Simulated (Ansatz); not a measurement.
# Li2Y2Sn: the cost of one run

Method: DFT PBE, scalar-relativistic, plane waves, PAW, unless a step names another level, in Ansatz 0.2.0.

8 further runs of the same task are left out: 8 set aside as unsound or not needed.

## Step 1: Plan

Pauling electronegativities: Li 0.98, Y 1.22, Sn 1.96 (spread 0.98). It is an alloy, so charge balance gives no guide. Tabulated atomic sizes suggest about 19 Å³/atom. 23 candidates were drawn, by swapping species into database cells of other compounds, at random by space group and Wyckoff sites, or by hand, as the table says:

| name | made from | space group no. | Wyckoff sites | atoms (primitive cell) | V (Å³/atom) |
| --- | --- | --- | --- | --- | --- |
| c01 | random | 65 | Li 4f; Y 4l; Sn 2a | 5 | 20.7 |
| c02 | random | 156 | Li 1a, 1a; Y 1c, 1c; Sn 1b | 5 | 19.1 |
| c03 | database cell of Mn2AlB2 | 65 | Li 4i; Y 4j; Sn 2c | 5 | 16.1 |
| c04 | random | 191 | Li 2e; Y 2d; Sn 1a | 5 | 19.8 |
| c05 | random | 12 | Li 4f; Y 2a, 2b; Sn 2c | 5 | 23.2 |
| c06 | random | 129 | Li 2b, 2c; Y 4e; Sn 2a | 10 | 22.0 |
| c07 | random | 99 | Li 2c; Y 2c; Sn 1a | 5 | 23.4 |
| c08 | random | 156 | Li 1b, 1c; Y 1c, 1c; Sn 1b | 5 | 21.6 |
| c09 | random | 191 | Li 2c; Y 2d; Sn 1b | 5 | 23.3 |
| c10 | random | 191 | Li 2c; Y 2e; Sn 1a | 5 | 19.7 |
| c11 | database cell of Tb2CdCu2 | 127 | Li 4g; Y 4h; Sn 2a | 10 | 20.1 |
| c12 | database cell of NdAg2Ge2 | 139 | Li 4e; Y 4d; Sn 2a | 5 | 18.5 |
| c13 | random | 216 | Li 16e; Y 16e; Sn 4a, 4b | 10 | 22.0 |
| c14 | random | 123 | Li 2f; Y 1c, 1d; Sn 1a | 5 | 22.8 |
| c15 | random | 123 | Li 2f; Y 1d, 1b; Sn 1c | 5 | 22.0 |
| c16 | random | 65 | Li 4i; Y 4k; Sn 2d | 5 | 21.1 |
| c17 | database cell of Y2InNi2 | 65 | Li 4i; Y 4j; Sn 2a | 5 | 21.4 |
| c18 | random | 191 | Li 3f, 1a; Y 1b, 3g; Sn 2d | 10 | 21.2 |
| c19 | database cell of BaBe2N2 | 140 | Li 8h; Y 8h; Sn 4a | 10 | 18.5 |
| c20 | random | 139 | Li 4d; Y 4c; Sn 2a | 5 | 22.3 |
| c21 | database cell of Mg2ZnSb2 | 156 | Li 1a, 1b; Y 1b, 1c; Sn 1a | 5 | 22.3 |
| c22 | database cell of Li2MnO2 | 164 | Li 2d; Y 2d; Sn 1a | 5 | 17.2 |
| c23 | random | 38 | Li 4e; Y 4c; Sn 2a | 5 | 20.4 |

## Step 2: Screening run of c10

Contents of input.yaml:

```yaml
crystal:
  lattice:
    - [3.88409252, 0.0, 0.0]
    - [-1.94204626, 3.36372279, 0.0]
    - [0.0, 0.0, 7.53942813]
  atoms:
    - { symbol: Li, position: [0.33333333, 0.66666667, 0.0] }
    - { symbol: Li, position: [0.66666667, 0.33333333, 0.0] }
    - { symbol: "Y", position: [0.0, 0.0, 0.31901898] }
    - { symbol: "Y", position: [0.0, 0.0, 0.68098102] }
    - { symbol: Sn, position: [0.0, 0.0, 0.0] }
basis:
  ecutwfc: 420
kpoints:
  mp_grid: { grid: [5, 5, 2] }
hamiltonian:
  xc: pbe
scf:
  occupations: { method: gaussian, width: 0.2 }
  lower_state_search: "off"
output:
  forces: true
  stress: true
  eigenvalues: true
relax:
  adjacent_minimum: "off"
  f_tol: 0.08
  max_steps: 16
  cell: { stress_tol: 0.8 }
```

The run is started by

```console
> ansatz run input.yaml --threads 1 --pin off --max-ram 2560MiB --backend cpu --events-out ev --progress --plain --runs-dir out
```

Q: Estimate wall time and peak memory on 1 thread of Intel Xeon 6975P-C (Granite Rapids), shared host.

About 11 s, with a peak of 0.45 GiB.
